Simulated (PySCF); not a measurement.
Write a Python script for PySCF 2.14.0 that does the following.

| Property | Result |
| --- | --- |
| Task | atomic charges |
| Functional | BP86 |
| Potentials or basis | cc-pvdz (all-electron) |
| k mesh | 1 × 1 × 1 |
| Occupations | fixed |
| Spin | no spin polarisation |
| Exponents discarded below (exp_to_discard) | 0 1/bohr^2 |
| conv_tol | 1e-07 Ha |
| max_cycle | 60 |
| Relativity | none |
| Coulomb method | Gaussian density fitting (GDF) |
| Grid for exchange and correlation | Becke, atom-centred |
| Three-centre integrals | read from an earlier run's file |

The structure of NMgH3 lies in MgH3N.xyz:

```xyz
5
Lattice="11.0000000000 0.0000000000 0.0000000000 0.0000000000 14.0000000000 0.0000000000 0.0000000000 0.0000000000 11.0000000000" Properties=species:S:1:pos:R:3 pbc="T T T"
N      5.4282580000      5.5481440000      5.4238360000
Mg     5.8300880000      7.4440520000      5.1534230000
H      4.7890150000      5.1314060000      4.9434660000
H      5.8567740000      5.0575980000      6.1312900000
H      6.2315220000      9.0570060000      4.9173190000
```

The cell isn't the ideal one: atoms moved at random, drawn with an rms of 0.05 Å.

These files were run (other wordings do the same):

run.py

```python
import json
import numpy as np
from pyscf.pbc import gto, scf, dft, df

cell = gto.Cell()
cell.basis = 'cc-pvdz'
cell.fromfile('MgH3N.xyz')
cell.exp_to_discard = 0
cell.precision = 1e-08
cell.max_memory = 2520  # MB
cell.verbose = 4
cell.build()

res = {}
kpts = cell.make_kpts([1, 1, 1])
mf = dft.KRKS(cell, kpts, xc='bp86')
mf = mf.density_fit()
mf.with_df._cderi = 'cderi.h5'  # three-centre integrals saved by an earlier run on this cell, basis and mesh
mf.conv_tol = 1e-07
mf.max_cycle = 60

mf.kernel()
res.update(converged=bool(mf.converged), e_tot=mf.e_tot, nelec=cell.nelectron, nao=cell.nao, mesh=list(map(int, cell.mesh)), a=cell.lattice_vectors().tolist(), coords=cell.atom_coords().tolist(),
           mo_energy=[np.real(x).tolist() for x in mf.mo_energy], mo_occ=[np.real(x).tolist() for x in mf.mo_occ])
res.update(kpts=cell.get_scaled_kpts(kpts).tolist())
res['parts'] = {k: float(np.real(v)) for k, v in mf.scf_summary.items() if np.isscalar(v)}
json.dump(res, open('results.json', 'w'))
if not mf.converged:
    raise SystemExit('SCF not converged')

print('levels (eV)')
for i, kp in enumerate(res['kpts'][:40]):
    print('k %7.4f %7.4f %7.4f  ' % tuple(kp), ' '.join('%.3f' % (x * 27.211386) for x in res['mo_energy'][i][:16]))

# Mulliken populations
dm, s = np.asarray(mf.make_rdm1()), np.asarray(mf.get_ovlp())
sites = cell.aoslice_by_atom()[:, 2:]
tot = np.einsum('kij,kji->i', dm, s).real / len(kpts)
res['mulliken'] = [cell.atom_charge(i) - tot[a0:a1].sum() for i, (a0, a1) in enumerate(sites)]
print('Mulliken charges', np.round(res['mulliken'], 5))
res['meta_lowdin'] = mf.mulliken_meta()[1].tolist()
res['done'] = True
json.dump(res, open('results.json', 'w'))
```

Potentials or basis: cc-pvdz (all-electron).

Command:

```console
$ OMP_NUM_THREADS=2 python -u run.py > log
```

It gave:

```yaml
Gap_between_the_frontier_levels: 3.62 eV
Meta-löwdin_charges: N -1.04; Mg +1.07; H +0.22, +0.21, -0.46 e
```

Caveat: this is a molecule in a periodic box at the Γ point, so its band gap is the HOMO-LUMO gap; population charges move with the basis; the basis of atomic orbitals isn't converged, which shifts pressures, moduli and gaps.

Run time: 7.7 s on 2 threads of Intel(R) Xeon(R) Processor @ 2.70GHz (shared host), peak memory 1.6 GiB.
